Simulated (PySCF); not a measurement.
# SiHSF3 (SMILES F[Si](F)(F)S) at 5 levels

Wanted: a comparison of 5 runs (HF/STO-3G, HF/def2-TZVP, PBE0/def2-SVP, M06-2X/6-31+G*, MP2/def2-SVP) of SiHSF3. Input form: a Python script.

Program for the calculation: PySCF 2.14.0.

## 1. The system as given

The species is SiHSF3 (6 atoms), meant as a singlet with charge 0. As SMILES, `F[Si](F)(F)S`. Geometry: relaxed at PBE0-D4/def2-TZVP.

Bond lengths: F1–Si2 1.571 Å, Si2–F3 1.574 Å, Si2–F4 1.573 Å, Si2–S5 2.089 Å, S5–H6 1.346 Å. Angles: F1–Si2–F3 108.6°, F1–Si2–F4 108.6°, F1–Si2–S5 107.7°, F3–Si2–F4 106.1°, F3–Si2–S5 112.9°, F4–Si2–S5 112.9°, Si2–S5–H6 92.3°.

## 2. Energy and gradient at HF/STO-3G (run 1)

The input, run.py:

```python
import pyscf.grad
from pyscf import gto

mol = gto.M(
    atom='''
F      0.882124    -1.887647     3.003720
Si     0.479424    -0.713183     0.306325
F     -0.629846    -2.810968    -1.485514
F      3.135812     0.009449    -0.817496
S     -1.921474     2.395984     0.700144
H     -1.866294     2.885423    -1.794484
''',
    verbose=4,
    spin=0,
    charge=0,
    max_memory=1860,
    unit='bohr',
    basis='sto-3g',
)

myscf = mol.RHF()
myscf.conv_tol = 1e-10
myscf.kernel()
if not myscf.converged:
    myscf = myscf.newton().run(myscf.mo_coeff, myscf.mo_occ)

e_final = myscf.e_tot
print('E(%s) = %.9f' % ('HF', e_final))
grad = myscf.Gradients().kernel()
myscf.analyze()
```

Command:

```
OMP_NUM_THREADS=1 python run.py
```

Output:

```text
PySCF version 2.14.0

[... 58 lines left out ...]
converged SCF energy = -973.56069102734
[... 17 lines left out ...]
Two-electron Energy =                  710.199035422618522
[... 5 lines left out ...]
MO #2   energy= -68.1223067923359  occ= 2
[... 3 lines left out ...]
MO #6   energy= -8.64144996439729  occ= 2
[... 3 lines left out ...]
MO #10  energy= -6.10306742739779  occ= 2
[... 3 lines left out ...]
MO #14  energy= -1.50277502121304  occ= 2
[... 3 lines left out ...]
MO #18  energy= -0.653247437901137 occ= 2
[... 3 lines left out ...]
MO #22  energy= -0.470571354948941 occ= 2
[... 3 lines left out ...]
MO #26  energy= -0.438924815086903 occ= 2
[... 3 lines left out ...]
MO #30  energy= 0.378926409058751  occ= 0
[... 3 lines left out ...]
MO #34  energy= 0.569216460161243  occ= 0
[... 4 lines left out ...]
pop of  0 F 2px           1.93032
pop of  0 F 2py           1.87330
pop of  0 F 2pz           1.59294
pop of  1 Si 1s           2.00000
pop of  1 Si 2s           1.99998
pop of  1 Si 3s           1.04183
pop of  1 Si 2px          1.99934
pop of  1 Si 2py          1.99926
pop of  1 Si 2pz          1.99945
pop of  1 Si 3px          0.67953
pop of  1 Si 3py          0.71457
pop of  1 Si 3pz          0.62307
pop of  2 F 1s            1.99996
pop of  2 F 2s            1.88412
pop of  2 F 2px           1.88762
pop of  2 F 2py           1.72122
pop of  2 F 2pz           1.78714
pop of  3 F 1s            1.99996
pop of  3 F 2s            1.88411
pop of  3 F 2px           1.59872
pop of  3 F 2py           1.91947
pop of  3 F 2pz           1.87780
pop of  4 S 1s            2.00000
pop of  4 S 2s            1.99968
pop of  4 S 3s            1.79326
pop of  4 S 2px           1.99972
pop of  4 S 2py           1.99952
pop of  4 S 2pz           1.99921
pop of  4 S 3px           1.69749
pop of  4 S 3py           1.45676
pop of  4 S 3pz           1.11490
pop of  5 H 1s            1.04291
 ** Mulliken atomic charges  **
charge of    0F =     -0.27942
charge of    1Si =      0.94297
charge of    2F =     -0.28005
charge of    3F =     -0.28006
charge of    4S =     -0.06054
charge of    5H =     -0.04291
Dipole moment(X, Y, Z, Debye): -0.19477,  0.43336, -0.76522
```

Run time: 1.9 s. Hardware: 1 thread of Intel Xeon at 2.70GHz, shared host; peak memory 0.12 GiB.

## 3. Energy and forces at HF/def2-TZVP (run 2)

The input, job.py:

```python
from pyscf import gto

system = gto.M(
    atom='''
F      0.466800    -0.998900     1.589500
Si     0.253700    -0.377400     0.162100
F     -0.333300    -1.487500    -0.786100
F      1.659400     0.005000    -0.432600
S     -1.016800     1.267900     0.370500
H     -0.987600     1.526900    -0.949600
''',
    verbose=3,
    spin=0,
    basis='def2-tzvp',
    max_memory=1860,
    charge=0,
)

mf = system.RHF()
mf.conv_tol = 1e-10
mf.kernel()
if not mf.converged:
    mf = mf.newton().run(mf.mo_coeff, mf.mo_occ)

e_tot = mf.e_tot
print('E(%s) = %.9f' % ('HF', e_tot))
grad = mf.nuc_grad_method().kernel()
mf.analyze()
```

Command:

```
OMP_NUM_THREADS=1 python job.py
```

Output:

```text
converged SCF energy = -985.777678220755
[... 18 lines left out ...]
MO #8   energy= -6.67253012797178  occ= 2
[... 14 lines left out ...]
MO #23  energy= -0.705721927639875 occ= 2
[... 14 lines left out ...]
MO #38  energy= 0.346422126514237  occ= 0
[... 14 lines left out ...]
MO #53  energy= 0.787830965447132  occ= 0
[... 14 lines left out ...]
MO #68  energy= 1.24653006105002   occ= 0
[... 14 lines left out ...]
MO #83  energy= 1.81558813130952   occ= 0
[... 14 lines left out ...]
MO #98  energy= 2.45023773220617   occ= 0
[... 14 lines left out ...]
MO #113 energy= 2.99535168983707   occ= 0
[... 14 lines left out ...]
MO #128 energy= 6.79198534966479   occ= 0
[... 14 lines left out ...]
MO #143 energy= 7.41677806766452   occ= 0
[... 14 lines left out ...]
MO #158 energy= 9.17311361658237   occ= 0
[... 14 lines left out ...]
MO #173 energy= 58.7271219843867   occ= 0
[... 7 lines left out ...]
Dipole moment(X, Y, Z, Debye): -0.80369,  1.24779, -0.78198
```

Run time: 66 s. Hardware: 1 thread of Intel Xeon at 2.70GHz, shared host; peak memory 0.97 GiB.

Run 3 isn't shown in full; the table further down has it.

## 4. Energy and forces at M06-2X/6-31+G(d) (spherical functions) (run 4)

The input, run.py:

```python
import pyscf.grad
from pyscf import gto, dft

mol = gto.Mole()
mol.atom = '''
F      0.882124    -1.887647     3.003720
Si     0.479424    -0.713183     0.306325
F     -0.629846    -2.810968    -1.485514
F      3.135812     0.009449    -0.817496
S     -1.921474     2.395984     0.700144
H     -1.866294     2.885423    -1.794484
'''
mol.verbose = 3
mol.basis = '6-31+g*'
mol.max_memory = 1860
mol.unit = 'bohr'
mol.build()

calc0 = dft.RKS(mol)
calc0.xc = 'm06-2x'
calc0.conv_tol = 1e-10
calc0.grids.level = 5
calc0.kernel()
if not calc0.converged:
    calc0 = calc0.newton().run(calc0.mo_coeff, calc0.mo_occ)

e_final = calc0.e_tot
print('Final energy', e_final)
grad = calc0.Gradients().kernel()
calc0.analyze()
```

Command:

```
OMP_NUM_THREADS=1 python run.py
```

Output:

```text
converged SCF energy = -987.865369939249
[... 11 lines left out ...]
MO #1   energy= -89.9302778780665  occ= 2
[... 8 lines left out ...]
MO #10  energy= -5.69368644246681  occ= 2
[... 8 lines left out ...]
MO #19  energy= -0.634722599325175 occ= 2
[... 8 lines left out ...]
MO #28  energy= -0.435611588085822 occ= 2
[... 8 lines left out ...]
MO #37  energy= 0.0835603078790443 occ= 0
[... 8 lines left out ...]
MO #46  energy= 0.28600894624364   occ= 0
[... 8 lines left out ...]
MO #55  energy= 0.423954764999617  occ= 0
[... 8 lines left out ...]
MO #64  energy= 0.647272963604619  occ= 0
[... 8 lines left out ...]
MO #73  energy= 1.25124592539979   occ= 0
[... 8 lines left out ...]
MO #82  energy= 1.70213706055387   occ= 0
[... 8 lines left out ...]
MO #91  energy= 1.96958933286914   occ= 0
[... 8 lines left out ...]
MO #100 energy= 3.11556942167919   occ= 0
[... 7 lines left out ...]
Dipole moment(X, Y, Z, Debye): -0.70444,  1.14519, -0.91189
```

Run time: 69 s. Hardware: 1 thread of Intel Xeon at 2.70GHz, shared host; peak memory 1 GiB.

## 5. Energy and gradient at MP2/def2-SVP (run 5)

The input, calc.py:

```python
from pyscf import gto, scf, mp

mol = gto.M(
    atom='''
F    0.466800  -0.998900   1.589500
Si   0.253700  -0.377400   0.162100
F   -0.333300  -1.487500  -0.786100
F    1.659400   0.005000  -0.432600
S   -1.016800   1.267900   0.370500
H   -0.987600   1.526900  -0.949600
''',
    charge=0,
    verbose=4,
    basis='def2-svp',
    max_memory=1860,
)

mf = scf.RHF(mol)
mf.conv_tol = 1e-10
mf.kernel()
if not mf.converged:
    mf = mf.newton().run(mf.mo_coeff, mf.mo_occ)

pt = mp.MP2(mf, frozen=13).run()
etot = pt.e_tot
print('E = %.10f Eh' % etot)
grad = pt.nuc_grad_method().kernel()
mf.analyze()
```

Command:

```
OMP_NUM_THREADS=1 python calc.py
```

Output:

```text
PySCF version 2.14.0

[... 80 lines left out ...]
Total Energy =                        -985.125068105212449
[... 9 lines left out ...]
MO #3   energy= -26.3190069234299  occ= 2
[... 7 lines left out ...]
MO #11  energy= -4.39134000698136  occ= 2
[... 7 lines left out ...]
MO #19  energy= -0.762659703541479 occ= 2
[... 7 lines left out ...]
MO #27  energy= -0.58765526260484  occ= 2
[... 7 lines left out ...]
MO #35  energy= 0.355075160886737  occ= 0
[... 7 lines left out ...]
MO #43  energy= 0.735324680638424  occ= 0
[... 7 lines left out ...]
MO #51  energy= 1.11326704763766   occ= 0
[... 7 lines left out ...]
MO #59  energy= 1.53274309004311   occ= 0
[... 7 lines left out ...]
MO #67  energy= 2.13344300964472   occ= 0
[... 7 lines left out ...]
MO #75  energy= 3.40827884891098   occ= 0
[... 7 lines left out ...]
MO #83  energy= 4.01246207368558   occ= 0
[... 53 lines left out ...]
pop of  3 F 2pz           1.91344
pop of  3 F 3px           0.00117
pop of  3 F 3py           0.00124
pop of  3 F 3pz           0.00090
pop of  3 F 3dxy          0.00138
pop of  3 F 3dyz          0.00032
pop of  3 F 3dz^2         0.00079
pop of  3 F 3dxz          0.00191
pop of  3 F 3dx2-y2       0.00194
pop of  4 S 1s            2.00000
pop of  4 S 2s            1.99998
pop of  4 S 3s            1.68456
pop of  4 S 4s            0.00285
pop of  4 S 2px           1.99999
pop of  4 S 2py           1.99998
pop of  4 S 2pz           1.99997
pop of  4 S 3px           1.72642
pop of  4 S 3py           1.53549
pop of  4 S 3pz           1.25484
pop of  4 S 4px           0.00117
pop of  4 S 4py           0.00259
pop of  4 S 4pz           0.00445
pop of  4 S 3dxy          0.01008
pop of  4 S 3dyz          0.00184
pop of  4 S 3dz^2         0.01385
pop of  4 S 3dxz          0.00159
pop of  4 S 3dx2-y2       0.00352
pop of  5 H 1s            0.89162
pop of  5 H 2s            0.00875
pop of  5 H 2px           0.00059
pop of  5 H 2py           0.00088
pop of  5 H 2pz           0.00603
 ** Mulliken atomic charges  **
charge of    0F =     -0.50944
charge of    1Si =      1.68143
charge of    2F =     -0.51048
charge of    3F =     -0.51047
charge of    4S =     -0.24318
charge of    5H =      0.09214
Dipole moment(X, Y, Z, Debye): -0.77752,  1.25260, -0.95628
```

It took 11 s on 1 thread of Intel Xeon at 2.70GHz, shared host; peak memory 0.51 GiB.

## 6. The series

```tsv
run	level	integration grid	frozen core orbitals	energy (Eh)	dipole moment (D) of the reference	HOMO energy (eV)	LUMO energy (eV)	wall time
1	HF/STO-3G	–	–	-973.560691	0.90	-8.08	10.31	1.9 s
2	HF/def2-TZVP	–	–	-985.777678	1.68	-11.52	3.11	66 s
3	PBE0/def2-SVP	5	–	-987.031668	1.60	-8.45	0.25	35 s
4	M06-2X/6-31+G* (spherical functions)	5	–	-987.865370	1.62	-9.78	-0.22	69 s
5	MP2/def2-SVP	–	13	-985.896625	1.76	-11.55	3.66	11 s
```

## 7. What came out

| quantity | value |
| --- | --- |
| run 5: total energy | -985.89662 Eh |
| run 5: dipole moment (Hartree–Fock density) | 1.76 D |
| run 5: HOMO energy (Hartree–Fock orbitals) | -11.55 eV |
| run 5: LUMO energy (Hartree–Fock orbitals) | 3.66 eV |
| run 5: HOMO–LUMO gap (Hartree–Fock orbitals) | 15.20 eV |
| run 5: correlation energy (13 core orbitals frozen) | -771.6 mEh |
| run 5: largest force on an atom | 1.365 eV/Å |

What this shows: Over runs 1, 2, 3, 4 the dipole moment (its size) runs from 0.90 D (HF/STO-3G) to 1.68 D (HF/def2-TZVP). Over runs 1, 2, 3, 4 the HOMO–LUMO gap runs from 8.70 eV (PBE0/def2-SVP) to 18.40 eV (HF/STO-3G). The two ends differ in method and basis. Totals of different functionals can't be ranked against each other. In run 1 the basis is minimal, so the values are rough. All runs together took 3.1 min, the longest 69 s.
